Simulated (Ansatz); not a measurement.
This script makes the interaction energy of a dimer with the counterpoise correction of CH4SSi, SMILES C1[SiH2]S1 with Ansatz 0.2.0, Python API.

`ch4ssi_dimer.py`:
```python
import ansatz

BASIS_SET = "def2-SVP"
FUNCTIONAL = "pbe"

FIRST = [
    ("C", (-0.6912, -0.2064, -0.5232)),
    ("Si", (0.7301, 0.4061, 0.3483)),
    ("S", (-0.5859, -1.3206, 0.6787)),
    ("H", (-0.5123, -0.5028, -1.5527)),
    ("H", (-1.6166, 0.4621, -0.4807)),
    ("H", (0.5842, 1.2926, 1.5411)),
    ("H", (2.092, -0.131, -0.0117)),
]
SECOND = [
    ("C", (4.9899, -3.2154, -0.397)),
    ("Si", (3.2257, -3.4021, -0.3109)),
    ("S", (4.5515, -1.6708, -0.052)),
    ("H", (5.435, -3.4492, -1.3598)),
    ("H", (5.5785, -3.7446, 0.4268)),
    ("H", (2.5321, -3.6118, 0.9949)),
    ("H", (2.4063, -3.1573, -1.5524)),
]

def energy(atoms, ghosts=()):
    molecule = ansatz.Crystal.molecule()
    for symbol, xyz in atoms:
        molecule = molecule.atom(symbol, xyz)
    calc = (
        molecule.calculation()
        .basis(gaussian=BASIS_SET)
        .functional(FUNCTIONAL)
    )
    deck = calc.input()
    if ghosts:
        deck = deck.set(ansatz.key.basis.gaussian.ghost_atoms, [{"symbol": s, "position_ang": list(xyz)} for s, xyz in ghosts])
    return ansatz.Session.from_dict(deck).plan().execute().report["free_energy_ev"]

both = energy(FIRST + SECOND)
alone = energy(FIRST) + energy(SECOND)
ghosted = energy(FIRST, SECOND) + energy(SECOND, FIRST)
print(f"dimer {both:.6f} eV")
print(f"interaction, uncorrected   {(both - alone):8.3f} eV")
print(f"interaction, counterpoise  {(both - ghosted):8.3f} eV")
print(f"basis-set superposition    {(alone - ghosted):8.3f} eV")
```

How large is the interaction at this pose, and how much of it is basis-set superposition?

Uncorrected it is -0.089 eV, with the counterpoise correction -0.045 eV; the difference, 0.04 eV, is the superposition error.

The run itself:

Output of `python ch4ssi_dimer.py`:
```text
dimer -39594.149361 eV
interaction, uncorrected     -0.089 eV
interaction, counterpoise    -0.045 eV
basis-set superposition       0.044 eV
```

Notes:
- Total energies depend on the basis set; only differences at equal settings carry meaning.
- The dimer is a generated trial pose of unrelaxed monomers, not a minimum, so the figure is no binding energy, and the basis set is small.
- This level lacks the dispersion part of the attraction (electrostatics and induction are there), which can decide the sign where the interaction is weak.
- It ran for 10 s on 1 thread of Intel(R) Xeon(R) Processor @ 2.30GHz, with other jobs on the host, peak memory 0.28 GiB.
